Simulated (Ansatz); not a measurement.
**C₃H₇BS: two torsions**

Aim: map the energy of C₃H₇BS, SMILES CBC(C)=S over two coordinates, and find its wells, ridges and stiffness.

Computed with Ansatz 0.2.0. Level: RKS PBE0-D4/def2-SVP.

## 1. Starting geometry

SMILES `CBC(C)=S`, 12 atoms, charge 0, spin multiplicity 1.

Atoms are counted from 1 here; the program's logs count them from 0.

Bond lengths: C1–B2 1.586 Å, C1–H6 1.114 Å, C1–H7 1.108 Å, C1–H8 1.110 Å, B2–C3 1.543 Å, B2–H9 1.224 Å, C3–C4 1.477 Å, C3–S5 1.657 Å, C4–H10 1.108 Å, C4–H11 1.112 Å, C4–H12 1.113 Å. Angles: B2–C1–H6 108.1°, B2–C1–H7 114.4°, B2–C1–H8 111.5°, H6–C1–H7 107.8°, H6–C1–H8 105.9°, H7–C1–H8 108.6°, C1–B2–C3 123.2°, C1–B2–H9 119.7°, C3–B2–H9 116.5°, B2–C3–C4 141.4°, B2–C3–S5 89.4°, C4–C3–S5 129.2°, C3–C4–H10 113.5°, C3–C4–H11 109.2°, C3–C4–H12 108.9°, H10–C4–H11 110.0°, H10–C4–H12 109.8°, H11–C4–H12 105.1°.

Geometry (Å):

```mol
C3H7BS
  3D, bonds by distance, orders not assigned

 12 11  0  0  0  0  0  0  0  0999 V2000
   -1.5174   -0.4070    1.1016 C   0  0
   -0.5336    0.6687    0.4757 B   0  0
    0.8263    0.3037   -0.1551 C   0  0
    1.4202   -0.1793   -1.4184 C   0  0
    1.5703    0.6627    1.2807 S   0  0
   -2.3633   -0.5575    0.3921 H   0  0
   -1.0543   -1.3958    1.2919 H   0  0
   -1.9730   -0.0409    2.0451 H   0  0
   -0.9133    1.8222    0.3245 H   0  0
    2.5231   -0.2740   -1.3809 H   0  0
    1.1250    0.5037   -2.2450 H   0  0
    0.9670   -1.1616   -1.6783 H   0  0
  1  2  8  0
  1  6  8  0
  1  7  8  0
  1  8  8  0
  2  3  8  0
  2  9  8  0
  3  4  8  0
  3  5  8  0
  4 10  8  0
  4 11  8  0
  4 12  8  0
M  END
```

This geometry comes from a loose relaxation at PBE in a small basis, which is not shown.

## 2. Relaxing the molecule

input.yaml

```yaml
crystal:
  periodic: [false, false, false]
  atoms:
    - { symbol: C, position_ang: [-1.517434, -0.407018, 1.101552] }
    - { symbol: B, position_ang: [-0.533602, 0.668677, 0.475723] }
    - { symbol: C, position_ang: [0.826313, 0.303723, -0.155118] }
    - { symbol: C, position_ang: [1.420246, -0.179289, -1.41843] }
    - { symbol: S, position_ang: [1.5703, 0.662748, 1.280707] }
    - { symbol: H, position_ang: [-2.363289, -0.557493, 0.392068] }
    - { symbol: H, position_ang: [-1.05426, -1.395751, 1.291929] }
    - { symbol: H, position_ang: [-1.972984, -0.040927, 2.045115] }
    - { symbol: H, position_ang: [-0.913311, 1.822174, 0.324471] }
    - { symbol: H, position_ang: [2.52314, -0.274015, -1.380887] }
    - { symbol: H, position_ang: [1.124965, 0.503663, -2.244966] }
    - { symbol: H, position_ang: [0.967013, -1.161593, -1.678265] }
basis:
  gaussian: { orbitals: def2-SVP }
hamiltonian:
  xc: pbe0
  dispersion: d4
output:
  forces: true
relax:
  f_tol: 0.003
  max_steps: 120
```

Started as:

```sh
$ ansatz run input.yaml --threads 1 --pin off --max-ram 2560MiB --backend cpu --events-out ev --progress --plain --runs-dir out
```

The log of the run, cut to the lines that bear on the results:

```text
Warning: RAYON_NUM_THREADS=1 ignored (pool sized by the plan → 1); use --threads N
[...]
Functional definition: PBE0
[...]
1219 factors; integrals over basis functions are off by at most 3.7e-4 eV
[...]
mean field -14721.46403045 eV, -541.0038245523 hartree, gradient 3.4e-5 eV, S^2 0.000000; 0 other end points of the search recorded, 0 dependent functions left out
[...]
reference -14721.46405738 eV, -541.0038255420 hartree; 23, 23 occupied and 86, 86 virtual orbitals, 1219 factors
relax step   1: F+E_penalty+E_count = -14721.67951012 eV  Δ(F+E_penalty+E_count) = +0.000e0 eV  max|allowed force component| = 5.646e-1 eV/Å  Δτ_max = 0.0000 Å  (28 SCF iters, accepted)
[...]
relax step   3: F+E_penalty+E_count = -14721.69566638 eV  Δ(F+E_penalty+E_count) = -2.325e-3 eV  max|allowed force component| = 3.836e-2 eV/Å  Δτ_max = 0.0117 Å  (26 SCF iters, accepted)
[...]
relax step   5: F+E_penalty+E_count = -14721.69581014 eV  Δ(F+E_penalty+E_count) = -5.822e-5 eV  max|allowed force component| = 1.033e-2 eV/Å  Δτ_max = 0.0041 Å  (24 SCF iters, accepted)
[...]
relax step   7: F+E_penalty+E_count = -14721.66310597 eV  Δ(F+E_penalty+E_count) = +3.276e-2 eV  max|allowed force component| = 8.914e-1 eV/Å  Δτ_max = 0.0344 Å  (32 SCF iters, rejected (line search))
[...]
relax step   8: F+E_penalty+E_count = -14721.69588313 eV  Δ(F+E_penalty+E_count) = -2.175e-5 eV  max|allowed force component| = 5.717e-3 eV/Å  Δτ_max = 0.0099 Å  (24 SCF iters, accepted)
[...]
1219 factors; integrals over basis functions are off by at most 3.6e-4 eV
mean field -14721.47940433 eV, -541.0043895319 hartree, gradient 1.6e-5 eV, S^2 0.000000; 1 other end points of the search recorded, 0 dependent functions left out
[...]
reference -14721.47943120 eV, -541.0043905194 hartree; 23, 23 occupied and 86, 86 virtual orbitals, 1219 factors
Total energy: -14721.69591783 eV, -541.0123462563 hartree
Atom 0 at    -1.507532    -0.407020     1.097453 Å, force    -0.000237    -0.000699     0.000861 eV/Å
Atom 1 at    -0.536797     0.669678     0.472509 Å, force    -0.001707    -0.000640    -0.001038 eV/Å
Atom 2 at     0.825748     0.302817    -0.148621 Å, force     0.001402     0.000978     0.000953 eV/Å
Atom 3 at     1.406102    -0.180291    -1.412244 Å, force    -0.000425    -0.002107    -0.000053 eV/Å
Atom 4 at     1.571220     0.660974     1.265687 Å, force     0.000364    -0.000340    -0.000101 eV/Å
Atom 5 at    -2.328581    -0.584470     0.378376 Å, force     0.000469     0.000392     0.000300 eV/Å
Atom 6 at    -1.030332    -1.375549     1.308963 Å, force    -0.000253     0.000809    -0.000227 eV/Å
Atom 7 at    -1.982003    -0.037467     2.019786 Å, force     0.000271    -0.000094    -0.000568 eV/Å
Atom 8 at    -0.908119     1.816330     0.321737 Å, force     0.000381    -0.000248    -0.000030 eV/Å
Atom 9 at     2.497649    -0.301034    -1.367040 Å, force    -0.000668     0.000528     0.000151 eV/Å
Atom 10 at     1.137550     0.520888    -2.221008 Å, force    -0.000065     0.000350    -0.000334 eV/Å
Atom 11 at     0.932191    -1.139958    -1.681700 Å, force     0.000465     0.001070     0.000087 eV/Å
Dipole moment:     0.090539    -0.222980    -0.422350 e Å
```

It took 44 s on 1 thread of Arm Neoverse V2, shared host; peak memory 0.24 GiB.

The steps of the relaxation: (the energy doesn't fall at every step)

| step | energy from step 1 (eV) | largest force component (eV/Å) |
| --- | --- | --- |
| 1 | 0.0000 | 0.5646 |
| 2 | -0.0138 | 0.2883 |
| 3 | -0.0162 | 0.0384 |
| 4 | -0.0162 | 0.0188 |
| 5 | -0.0163 | 0.0103 |
| 6 | -0.0164 | 0.0085 |
| 7 | 0.0164 | 0.8914 |
| 8 | -0.0164 | 0.0057 |
| 9 | -0.0164 | 0.0021 |

Close pairs (by a distance rule), those that changed most:

| bond | before (Å) | after (Å) | change (Å) |
| --- | --- | --- | --- |
| C3–S5 | 1.657 | 1.638 | -0.018 |
| B2–H9 | 1.224 | 1.215 | -0.009 |
| C4–H12 | 1.113 | 1.104 | -0.009 |
| C1–H8 | 1.110 | 1.101 | -0.009 |
| C4–H11 | 1.112 | 1.104 | -0.009 |
| C1–H6 | 1.114 | 1.106 | -0.008 |
| C4–H10 | 1.108 | 1.099 | -0.008 |
| C1–H7 | 1.108 | 1.100 | -0.008 |

## 3. The grid

First coordinate, dihedral H6–C1–B2–C3: 11 values from −194 to −14 °. Second coordinate, dihedral B2–C3–C4–H10: 11 values from −270 to −90 °.

Nothing else is relaxed (all other coordinates rigid). Energies count from the relaxed molecule at the same level. Points are written as (first, second).

Of the runs on the grid, 3 are shown in the steps below; the others differ only in the two coordinates.

## 4. The run at (−140°, −108°)

input.yaml

```yaml
crystal:
  periodic: [false, false, false]
  atoms:
    - { symbol: C, position_ang: [-1.507532, -0.40702, 1.097453] }
    - { symbol: B, position_ang: [-0.536797, 0.669678, 0.472509] }
    - { symbol: C, position_ang: [0.997541, 0.577829, 0.592039] }
    - { symbol: C, position_ang: [2.151946, -0.065655, -0.056208] }
    - { symbol: S, position_ang: [0.959866, 1.575262, 1.891262] }
    - { symbol: H, position_ang: [-2.328581, -0.58447, 0.378376] }
    - { symbol: H, position_ang: [-1.030332, -1.375549, 1.308963] }
    - { symbol: H, position_ang: [-1.982003, -0.037467, 2.019786] }
    - { symbol: H, position_ang: [-0.970641, 1.53283, -0.263814] }
    - { symbol: H, position_ang: [2.59064, -0.872847, 0.547187] }
    - { symbol: H, position_ang: [2.91541, 0.70152, -0.271699] }
    - { symbol: H, position_ang: [1.839475, -0.458007, -1.039356] }
basis:
  gaussian: { orbitals: def2-SVP }
hamiltonian:
  xc: pbe0
  dispersion: d4
output:
  forces: true
```

Started as:

```sh
$ ansatz run input.yaml --threads 1 --pin off --max-ram 2560MiB --backend cpu --events-out ev --progress --plain --runs-dir out
```

The log of the run, cut to the lines that bear on the results:

```text
Warning: RAYON_NUM_THREADS=1 ignored (pool sized by the plan → 1); use --threads N
[...]
[... 1 set-up line as earlier in the session ...]
[...]
1105 factors; integrals over basis functions are off by at most 1.1e-3 eV
[...]
mean field -14721.34491237 eV, -540.9994470436 hartree, gradient 9.7e-6 eV, S^2 0.000000; 0 other end points of the search recorded, 0 dependent functions left out
[...]
reference -14721.34493958 eV, -540.9994480437 hartree; 23, 23 occupied and 86, 86 virtual orbitals, 1105 factors
Total energy: -14721.56132069 eV, -541.0073999025 hartree
Atom 0 at    -1.507532    -0.407020     1.097453 Å, force    -0.204299    -0.133558    -0.272000 eV/Å
Atom 1 at    -0.536797     0.669678     0.472509 Å, force     0.124110     0.072964    -0.008503 eV/Å
Atom 2 at     0.997541     0.577829     0.592039 Å, force    -0.231223    -0.029772     0.228214 eV/Å
Atom 3 at     2.151946    -0.065655    -0.056208 Å, force    -0.097705     0.331415    -0.924465 eV/Å
Atom 4 at     0.959866     1.575262     1.891262 Å, force     0.041035     0.045991     0.069480 eV/Å
Atom 5 at    -2.328581    -0.584470     0.378376 Å, force     0.034584    -0.035683     0.109292 eV/Å
Atom 6 at    -1.030332    -1.375549     1.308963 Å, force     0.020056     0.018522     0.125259 eV/Å
Atom 7 at    -1.982003    -0.037467     2.019786 Å, force     0.020790     0.016780     0.024282 eV/Å
Atom 8 at    -0.970641     1.532830    -0.263814 Å, force     0.008522     0.049768     0.054034 eV/Å
Atom 9 at     2.590640    -0.872847     0.547187 Å, force     0.019928     0.040805     0.111646 eV/Å
Atom 10 at     2.915410     0.701520    -0.271699 Å, force     0.176094    -0.139481     0.296033 eV/Å
Atom 11 at     1.839475    -0.458007    -1.039356 Å, force     0.088107    -0.237750     0.186727 eV/Å
Dipole moment:     0.324815    -0.287875    -0.188023 e Å
```

It took 4.2 s on 1 thread of Arm Neoverse V2, shared host; peak memory 0.21 GiB.

On the map this point reads 1086 cm⁻¹.

## 5. Point (−122°, −162°)

input.yaml

```yaml
crystal:
  periodic: [false, false, false]
  atoms:
    - { symbol: C, position_ang: [-1.507532, -0.40702, 1.097453] }
    - { symbol: B, position_ang: [-0.536797, 0.669678, 0.472509] }
    - { symbol: C, position_ang: [0.961487, 0.399739, 0.229209] }
    - { symbol: C, position_ang: [1.859928, -0.212679, -0.76311] }
    - { symbol: S, position_ang: [1.325794, 1.110853, 1.659548] }
    - { symbol: H, position_ang: [-2.328581, -0.58447, 0.378376] }
    - { symbol: H, position_ang: [-1.030332, -1.375549, 1.308963] }
    - { symbol: H, position_ang: [-1.982003, -0.037467, 2.019786] }
    - { symbol: H, position_ang: [-0.980543, 1.704048, 0.015791] }
    - { symbol: H, position_ang: [2.854872, -0.445538, -0.35819] }
    - { symbol: H, position_ang: [1.954353, 0.466183, -1.628038] }
    - { symbol: H, position_ang: [1.389304, -1.130469, -1.155961] }
basis:
  gaussian: { orbitals: def2-SVP }
hamiltonian:
  xc: pbe0
  dispersion: d4
output:
  forces: true
```

Started as:

```sh
$ ansatz run input.yaml --threads 1 --pin off --max-ram 2560MiB --backend cpu --events-out ev --progress --plain --runs-dir out
```

The log of the run, cut to the lines that bear on the results:

```text
Warning: RAYON_NUM_THREADS=1 ignored (pool sized by the plan → 1); use --threads N
[...]
[... 1 set-up line as earlier in the session ...]
[...]
1106 factors; integrals over basis functions are off by at most 1.3e-3 eV
[...]
mean field -14721.45162666 eV, -541.0033687215 hartree, gradient 8.8e-6 eV, S^2 0.000000; 0 other end points of the search recorded, 0 dependent functions left out
[...]
reference -14721.45165380 eV, -541.0033697187 hartree; 23, 23 occupied and 86, 86 virtual orbitals, 1106 factors
Total energy: -14721.66816559 eV, -541.0113263803 hartree
Atom 0 at    -1.507532    -0.407020     1.097453 Å, force    -0.028648    -0.096241    -0.148975 eV/Å
Atom 1 at    -0.536797     0.669678     0.472509 Å, force     0.030201     0.094539    -0.047835 eV/Å
Atom 2 at     0.961487     0.399739     0.229209 Å, force     0.000018     0.069070     0.001426 eV/Å
Atom 3 at     1.859928    -0.212679    -0.763110 Å, force    -0.143868    -0.292777     0.006362 eV/Å
Atom 4 at     1.325794     1.110853     1.659548 Å, force     0.009897    -0.022462     0.028265 eV/Å
Atom 5 at    -2.328581    -0.584470     0.378376 Å, force     0.016093    -0.002602     0.047006 eV/Å
Atom 6 at    -1.030332    -1.375549     1.308963 Å, force     0.001348     0.010071     0.079379 eV/Å
Atom 7 at    -1.982003    -0.037467     2.019786 Å, force    -0.005886     0.027132     0.003420 eV/Å
Atom 8 at    -0.980543     1.704048     0.015791 Å, force    -0.005942     0.023777     0.054795 eV/Å
Atom 9 at     2.854872    -0.445538    -0.358190 Å, force     0.041758     0.115176    -0.030960 eV/Å
Atom 10 at     1.954353     0.466183    -1.628038 Å, force     0.018924     0.054381     0.021309 eV/Å
Atom 11 at     1.389304    -1.130469    -1.155961 Å, force     0.066105     0.019935    -0.014191 eV/Å
Dipole moment:     0.210696    -0.259757    -0.336620 e Å
```

Run time: 4 s. Hardware: 1 thread of Arm Neoverse V2, shared host; peak memory 0.21 GiB.

That is 224 cm⁻¹ from the zero.

## 6. Point (−104°, −180°)

input.yaml

```yaml
crystal:
  periodic: [false, false, false]
  atoms:
    - { symbol: C, position_ang: [-1.507532, -0.40702, 1.097453] }
    - { symbol: B, position_ang: [-0.536797, 0.669678, 0.472509] }
    - { symbol: C, position_ang: [0.828942, 0.30372, -0.142105] }
    - { symbol: C, position_ang: [1.415229, -0.182461, -1.401804] }
    - { symbol: S, position_ang: [1.568165, 0.66844, 1.273805] }
    - { symbol: H, position_ang: [-2.328581, -0.58447, 0.378376] }
    - { symbol: H, position_ang: [-1.030332, -1.375549, 1.308963] }
    - { symbol: H, position_ang: [-1.982003, -0.037467, 2.019786] }
    - { symbol: H, position_ang: [-0.910087, 1.814967, 0.316332] }
    - { symbol: H, position_ang: [2.507338, -0.296659, -1.353288] }
    - { symbol: H, position_ang: [1.14466, 0.513022, -2.214803] }
    - { symbol: H, position_ang: [0.947538, -1.146213, -1.66752] }
basis:
  gaussian: { orbitals: def2-SVP }
hamiltonian:
  xc: pbe0
  dispersion: d4
output:
  forces: true
```

Started as:

```sh
$ ansatz run input.yaml --threads 1 --pin off --max-ram 2560MiB --backend cpu --events-out ev --progress --plain --runs-dir out
```

The log of the run, cut to the lines that bear on the results:

```text
Warning: RAYON_NUM_THREADS=1 ignored (pool sized by the plan → 1); use --threads N
[...]
[... 1 set-up line as earlier in the session ...]
[...]
1106 factors; integrals over basis functions are off by at most 1.6e-3 eV
[...]
mean field -14721.47939072 eV, -541.0043890317 hartree, gradient 1.1e-5 eV, S^2 0.000000; 0 other end points of the search recorded, 0 dependent functions left out
[...]
reference -14721.47941758 eV, -541.0043900191 hartree; 23, 23 occupied and 86, 86 virtual orbitals, 1106 factors
Total energy: -14721.69590471 eV, -541.0123457741 hartree
Atom 0 at    -1.507532    -0.407020     1.097453 Å, force     0.000247    -0.002189    -0.001064 eV/Å
Atom 1 at    -0.536797     0.669678     0.472509 Å, force    -0.001975    -0.001370    -0.001159 eV/Å
Atom 2 at     0.828942     0.303720    -0.142105 Å, force     0.001352     0.001102     0.000591 eV/Å
Atom 3 at     1.415229    -0.182461    -1.401804 Å, force     0.000036     0.001897    -0.001366 eV/Å
Atom 4 at     1.568165     0.668440     1.273805 Å, force     0.000298    -0.000442    -0.000158 eV/Å
Atom 5 at    -2.328581    -0.584470     0.378376 Å, force     0.000700     0.000688     0.000845 eV/Å
Atom 6 at    -1.030332    -1.375549     1.308963 Å, force    -0.000285     0.001018     0.001249 eV/Å
Atom 7 at    -1.982003    -0.037467     2.019786 Å, force    -0.000241     0.000535    -0.000576 eV/Å
Atom 8 at    -0.910087     1.814967     0.316332 Å, force     0.000509    -0.000158     0.000682 eV/Å
Atom 9 at     2.507338    -0.296659    -1.353288 Å, force    -0.000878    -0.001251     0.000726 eV/Å
Atom 10 at     1.144660     0.513022    -2.214803 Å, force     0.000141    -0.000408    -0.000433 eV/Å
Atom 11 at     0.947538    -1.146213    -1.667520 Å, force     0.000097     0.000577     0.000664 eV/Å
Dipole moment:     0.092566    -0.224402    -0.420984 e Å
```

Run time: 4 s. Hardware: 1 thread of Arm Neoverse V2, shared host; peak memory 0.21 GiB.

On the map this point reads 0 cm⁻¹.

## 7. The map

121 points were computed. Energies in cm⁻¹, from the relaxed molecule at the same level:

| dihedral B2–C3–C4–H10 (°) ↓, dihedral H6–C1–B2–C3 (°) → | −194 | −176 | −158 | −140 | −122 | −104 | −86 | −68 | −50 | −32 | −14 |
| --- | --- | --- | --- | --- | --- | --- | --- | --- | --- | --- | --- |
| −90 | 1033 | 1189 | 1171 | 966 | 712 | 590 | 692 | 953 | 1195 | 1261 | 1132 |
| −108 | 1149 | 1302 | 1285 | 1086 | 838 | 718 | 816 | 1071 | 1311 | 1380 | 1257 |
| −126 | 1071 | 1218 | 1199 | 1001 | 759 | 645 | 744 | 995 | 1229 | 1295 | 1176 |
| −144 | 821 | 965 | 940 | 739 | 499 | 390 | 494 | 745 | 975 | 1035 | 914 |
| −162 | 557 | 704 | 676 | 469 | 224 | 115 | 224 | 481 | 711 | 766 | 638 |
| −180 | 450 | 605 | 579 | 367 | 114 | 0 | 110 | 374 | 610 | 666 | 531 |
| −198 | 570 | 730 | 711 | 501 | 243 | 121 | 227 | 493 | 737 | 799 | 664 |
| −216 | 840 | 1001 | 988 | 784 | 528 | 401 | 500 | 763 | 1010 | 1079 | 950 |
| −234 | 1084 | 1240 | 1227 | 1029 | 779 | 655 | 750 | 1007 | 1250 | 1322 | 1199 |
| −252 | 1148 | 1297 | 1280 | 1082 | 838 | 721 | 818 | 1070 | 1307 | 1375 | 1255 |
| −270 | 1023 | 1170 | 1146 | 943 | 700 | 588 | 691 | 945 | 1177 | 1237 | 1114 |

The largest force on an atom (eV/Å) at each point:

```csv
"dihedral B2–C3–C4–H10 (°) ↓, dihedral H6–C1–B2–C3 (°) →",−194,−176,−158,−140,−122,−104,−86,−68,−50,−32,−14
−90,1.11,1.10,1.09,1.09,1.11,1.12,1.13,1.12,1.10,1.10,1.10
−108,1.00,0.99,0.98,0.99,1.00,1.01,1.02,1.01,1.00,0.99,1.00
−126,0.83,0.82,0.82,0.82,0.83,0.83,0.84,0.83,0.83,0.82,0.86
−144,0.77,0.69,0.61,0.61,0.60,0.60,0.60,0.61,0.61,0.71,0.86
−162,0.78,0.70,0.55,0.36,0.33,0.32,0.32,0.32,0.49,0.70,0.85
−180,0.79,0.71,0.55,0.36,0.16,0.00,0.15,0.30,0.49,0.68,0.84
−198,0.81,0.72,0.56,0.36,0.32,0.32,0.32,0.32,0.49,0.68,0.83
−216,0.81,0.73,0.60,0.60,0.61,0.61,0.61,0.60,0.60,0.68,0.83
−234,0.84,0.85,0.85,0.85,0.85,0.84,0.84,0.84,0.84,0.85,0.85
−252,1.02,1.03,1.04,1.04,1.03,1.02,1.01,1.02,1.03,1.04,1.04
−270,1.13,1.14,1.15,1.15,1.14,1.13,1.12,1.12,1.13,1.14,1.14
```

## 8. Outcome

| quantity | value |
| --- | --- |
| lowest point | (−104°, −180°), 0 cm⁻¹ |
| highest computed point | (−32°, −108°), 1380 cm⁻¹ above the lowest |
| largest force on an atom (eV/Å) | 0.00 at (−104°, −180°) to 1.15 at (−158°, −270°); 0.00 at the lowest point |
| time for the whole task | 10 min on 1 thread, shared host |

**Reading.** The lowest computed point is at (−104°, −180°), 0 cm⁻¹ from the relaxed molecule at the same level. No other kind of well shows on this grid. The highest computed point, (−32°, −108°), lies 1380 cm⁻¹ above the lowest. Round the minimum the two coordinates are nearly uncoupled.
